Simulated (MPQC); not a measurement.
**SnH2 (SMILES [H][Sn][H]): levels of theory compared**

We compute a comparison of 3 runs (HF/STO-3G, HF/3-21G, USVWN4/3-21G) of SnH2. 

The calculation is run with MPQC 2.3.1.

4 further runs of the same task are left out: 4 set aside as unsound or not needed.

## Step 1: Starting point

SnH2 has 3 atoms, charge 0, and is taken as a singlet. As SMILES, `[H][Sn][H]`. Geometry: a GFN2-xTB relaxation, a rough one for these elements and not checked as a minimum.

Bond lengths: Sn1–H2 1.800 Å, Sn1–H3 1.800 Å. Angles: H2–Sn1–H3 87.0°.

## Step 2: Energy and gradient at HF/STO-3G (run 1)

job.in reads:

```
molecule<Molecule>: (
   symmetry = c1
   unit = bohr
   { atoms geometry } = {
      Sn [ 0.00975099 -0.01674297 -1.64419401 ]
      H  [ 2.33660856 -0.03358043 0.83678963 ]
      H  [ -2.34635955 0.05032341 0.80740438 ]
   }
)
basis<GaussianBasisSet>: (
   name = "STO-3G"
   molecule = $:molecule
   basisdir = "."
   puream = yes
)
mpqc: (
   checkpoint = no
   savestate = no
   restart = no
   do_energy = yes
   do_gradient = yes
   optimize = no
   mole<CLHF>: (
      molecule = $:molecule
      basis = $:basis
      total_charge = 0
      memory = 1000000000
      print_evals = yes
      maxiter = 120
      value_accuracy = 1e-08
   )
)
```

The basis set STO-3G is read from a file made from the Basis Set Exchange's data (not shown).

Run with:

```
mpqc -o job.out job.in
```

Log:

```text
MPQC: Massively Parallel Quantum Chemistry
[...]
  CLSCF::init: total charge = 0
[...]
  nbasis = 29
[...]
  iter     1 energy = -5963.7003916519 delta = 6.21977e-01
[...]
  LUMO is    27   A =   0.165662
  total scf energy = -5964.3726571071
[...]
Value of the MolecularEnergy: -5964.3726571071
  Gradient of the MolecularEnergy:
      1    0.0003530215
      2   -0.0006766209
      3   -0.0665187715
      4    0.0247201361
      5   -0.0001075379
      6    0.0334374515
      7   -0.0250731576
      8    0.0007841588
      9    0.0330813200
  Function Parameters:
    value_accuracy    = 7.383160e-09 (1.000000e-08) (computed)
[...]
      symmetry = c1
[...]
```

Run time: 0.26 s. Hardware: 1 thread of AMD EPYC 9R45 (Zen 5), shared host.

## Step 3: Energy and gradient at HF/3-21G (run 2)

input.in reads:

```
molecule<Molecule>: (
    symmetry = c1
    unit = angstrom
    { atoms geometry } = {
        Sn [ 0.005160 -0.008860 -0.870070 ]
        H  [ 1.236480 -0.017770 0.442810 ]
        H  [ -1.241640 0.026630 0.427260 ]
    }
)
basis<GaussianBasisSet>: (
    name = "3-21G"
    molecule = $:molecule
    basisdir = "."
    puream = yes
)
mpqc: (
    checkpoint = no
    savestate = no
    restart = no
    do_energy = yes
    do_gradient = yes
    optimize = no
    mole<CLHF>: (
        molecule = $:molecule
        basis = $:basis
        total_charge = 0
        memory = 1000000000
        print_evals = yes
        maxiter = 120
        value_accuracy = 1e-08
    )
)
```

The basis set 3-21G is read from a file made from the Basis Set Exchange's data (not shown).

Run with:

```
mpqc input.in > input.out
```

Log:

```text
MPQC: Massively Parallel Quantum Chemistry
[...]
  CLSCF::init: total charge = 0
[...]
  nbasis = 35
[...]
  iter     1 energy = -5993.1792679220 delta = 4.92678e-01
[...]
  LUMO is    27   A =  -0.006556
  total scf energy = -5997.3877829125
[...]
Value of the MolecularEnergy: -5997.3877829125
  Gradient of the MolecularEnergy:
      1    0.0000029674
      2   -0.0000806053
      3   -0.0079940750
      4   -0.0022781263
      5    0.0000813287
      6    0.0040061572
      7    0.0022751589
      8   -0.0000007234
      9    0.0039879178
  Function Parameters:
    value_accuracy    = 9.326775e-09 (1.000000e-08) (computed)
[...]
      symmetry = c1
[...]
```

It took 0.4 s on 1 thread of AMD EPYC 9R45 (Zen 5), shared host.

## Step 4: Energy and forces at USVWN4/3-21G (run 3)

mol.in reads:

```
% H2Sn
molecule<Molecule>: (
   symmetry = c1
   unit = angstrom
   { atoms geometry } = {
      Sn [ 0.005160 -0.008860 -0.870070 ]
      H  [ 1.236480 -0.017770 0.442810 ]
      H  [ -1.241640 0.026630 0.427260 ]
   }
)
basis<GaussianBasisSet>: (
   name = "3-21G"
   molecule = $:molecule
   basisdir = "."
   puream = yes
)
mpqc: (
   checkpoint = no
   savestate = no
   restart = no
   do_energy = yes
   do_gradient = yes
   optimize = no
   mole<UKS>: (
      molecule = $:molecule
      basis = $:basis
      total_charge = 0
      multiplicity = 1
      memory = 1000000000
      print_evals = yes
      maxiter = 60
      functional<StdDenFunctional>: ( name = "SVWN4" )
      integrator<RadialAngularIntegrator>: ( grid = ultrafine )
   )
)
```

The basis set 3-21G is read from a file made from the Basis Set Exchange's data (not shown).

Run with:

```
mpqc -o mol.out mol.in
```

Log:

```text
MPQC: Massively Parallel Quantum Chemistry
[...]
  USCF::init: total charge = 0
[...]
  WARNING: BeckeIntegrationWeight usually uses the atomic maximum
           probability radius, however this is not available for
[...]
  Integrated electron density error = 0.000302453511
  iter     1 energy = -5990.7188819238 delta = 4.92678e-01
[...]
  Integrated electron density error = -0.000000002442
  iter    21 energy = -5994.4717442841 delta = 4.80586e-08
  Integrated electron density error = -0.000000002444
  iter    22 energy = -5994.4717442842 delta = 2.37497e-08
  Integrated electron density error = -0.000000002444
  iter    23 energy = -5994.4717442841 delta = 1.17144e-08
[...]
  <S^2>      = -0.000000
  total scf energy = -5994.4717442841
[...]
  Integrated electron density error = -0.000000004839
  Total Gradient:
[...]
Value of the MolecularEnergy: -5994.4717442841
  Gradient of the MolecularEnergy:
      1   -0.0000627505
      2    0.0000349855
      3    0.0033597278
      4   -0.0033016866
      5    0.0000424559
      6   -0.0016782259
      7    0.0033644371
      8   -0.0000774414
      9   -0.0016815019
  Unrestricted Kohn-Sham (UKS) Parameters:
    Function Parameters:
[...]
        symmetry = c1
[...]
        nbasis = 35
[...]
      nalpha = 26
      nbeta = 26
[...]
```

Run time: 11 s. Hardware: 1 thread of AMD EPYC 9R45 (Zen 5), shared host.

## Step 5: The series

| run | level | SCF convergence threshold | iteration cap | energy (Eh) | HOMO energy (eV) | LUMO energy (eV) | HOMO–LUMO gap (eV) | wall time |
| --- | --- | --- | --- | --- | --- | --- | --- | --- |
| 1 | HF/STO-3G | 1e-08 | 120 | -5964.372657 | -5.11 | 4.51 | 9.62 | 0.26 s |
| 2 | HF/3-21G | 1e-08 | 120 | -5997.387783 | -8.48 | -0.18 | 8.30 | 0.4 s |
| 3 | USVWN4/3-21G | – | 60 | -5994.471744 | – | – | – | 11 s |

## Step 6: Outcome

```
                       quantity           value
            run 3: total energy  -5994.47174 Eh
run 3: largest force on an atom      0.193 eV/Å
```

What this shows: In run 1 the basis is minimal, so the values are rough. In runs 1, 2, 3 relativity is left out where basis or elements ask for it. All runs together took 12 s, the longest 11 s.
